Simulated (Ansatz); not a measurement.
# C2H8O2Si2: one species, many methods

The task here is to estimate one member of a computed series from the others.

Program: Ansatz 0.2.0, Gaussian basis. Level of theory: functionals in def2-TZVPP, the program's frozen cores in correlated methods. These are calculated values, not measurements.

The runs, in order: PBE-D4, r2SCAN-D4, PBE0-D4, B3LYP-D4, ωB97X-V, ωB97M-V, B2PLYP; CCSD(T)/def2-TZVPP; MP2/def2-QZVPP; extrapolation to the limit.

### The geometry

The geometry comes from an earlier relaxation with PBE0-D4 in a triple-zeta def2 set; it is a stationary point, not always the lowest conformer.

SMILES `C=C[SiH](O)[SiH2]O`, 14 atoms, charge 0, spin multiplicity 1.

Atoms are counted from 1 here; the program's logs count them from 0.

Bond lengths: C1–C2 1.331 Å, C1–H7 1.087 Å, C1–H8 1.087 Å, C2–Si3 1.859 Å, C2–H9 1.091 Å, Si3–O4 1.659 Å, Si3–Si5 2.347 Å, Si3–H10 1.496 Å, O4–H11 0.957 Å, Si5–O6 1.660 Å, Si5–H12 1.493 Å, Si5–H13 1.493 Å, O6–H14 0.958 Å. Angles: C2–C1–H7 122.0°, C2–C1–H8 121.9°, H7–C1–H8 116.1°, C1–C2–Si3 123.6°, C1–C2–H9 118.0°, Si3–C2–H9 118.3°, C2–Si3–O4 111.8°, C2–Si3–Si5 112.1°, C2–Si3–H10 108.6°, O4–Si3–Si5 104.6°, O4–Si3–H10 108.2°, Si5–Si3–H10 111.4°, Si3–O4–H11 117.5°, Si3–Si5–O6 108.1°, Si3–Si5–H12 110.5°, Si3–Si5–H13 110.3°, O6–Si5–H12 110.7°, O6–Si5–H13 110.7° and more.

Set-up of the first run:

in.yaml reads:

```yaml
crystal:
  periodic: [false, false, false]
  atoms:
    - {symbol: C, position_ang: [-1.292154, 0.551002, 1.642357]}
    - {symbol: C, position_ang: [-1.286324, 1.091924, 0.426168]}
    - {symbol: Si, position_ang: [-0.258770, 0.447674, -0.982760]}
    - {symbol: O, position_ang: [0.587418, 1.660613, -1.734601]}
    - {symbol: Si, position_ang: [1.386866, -1.061133, -0.258579]}
    - {symbol: O, position_ang: [0.661773, -2.177833, 0.733214]}
    - {symbol: H, position_ang: [-1.922908, 0.934391, 2.440077]}
    - {symbol: H, position_ang: [-0.676132, -0.308806, 1.891727]}
    - {symbol: H, position_ang: [-1.936579, 1.948345, 0.243463]}
    - {symbol: H, position_ang: [-1.169233, -0.181153, -1.988832]}
    - {symbol: H, position_ang: [0.194163, 2.057722, -2.511925]}
    - {symbol: H, position_ang: [2.475366, -0.339833, 0.464751]}
    - {symbol: H, position_ang: [2.026041, -1.732558, -1.429440]}
    - {symbol: H, position_ang: [1.210471, -2.890336, 1.064398]}
basis:
  gaussian: {orbitals: def2-TZVPP}
hamiltonian: {xc: pbe, dispersion: d4}
output: {forces: true, orbitals: {seedname: orbitals}}
```

The run is started by

```
ansatz run in.yaml --threads 2 --pin off --events-out ev --progress --plain --max-ram 32768MiB --backend cuda --devices 0, --max-vram 18GiB
```

Steps of the session up to this table: PBE-D4 (GGA); r2SCAN-D4 (meta-GGA); PBE0-D4 (hybrid); B3LYP-D4 (hybrid); ωB97X-V (range-separated); ωB97M-V (range-separated); B2PLYP (double hybrid); CCSD(T) in def2-TZVPP; MP2 in def2-QZVPP.

One table of the session follows, with a row left open; its other results are not shown here.

| method | atomisation energy (kJ/mol) |
| --- | --- |
| PBE-D4 | 5315.3 |
| r2SCAN-D4 | 5261.3 |
| PBE0-D4 | ? |
| B3LYP-D4 | 5249.0 |
| ωB97X-V | 5273.0 |
| ωB97M-V | 5266.5 |
| B2PLYP | 5195.2 |
| HF/def2-TZVPP | 3845.6 |
| MP2/def2-TZVPP | 5205.7 |
| CCSD/def2-TZVPP | 5052.3 |
| CCSD(T)/def2-TZVPP | 5126.4 |
| MP2/CBS | 5353.5 |
| CCSD(T)/CBS | 5274.3 |

Estimate the missing values for PBE0-D4.

The run gave: atomisation energy (kJ/mol): 5229.0. In the column «atomisation energy (kJ/mol)» it lies between MP2/def2-TZVPP (5205.7) and B3LYP-D4 (5249.0).
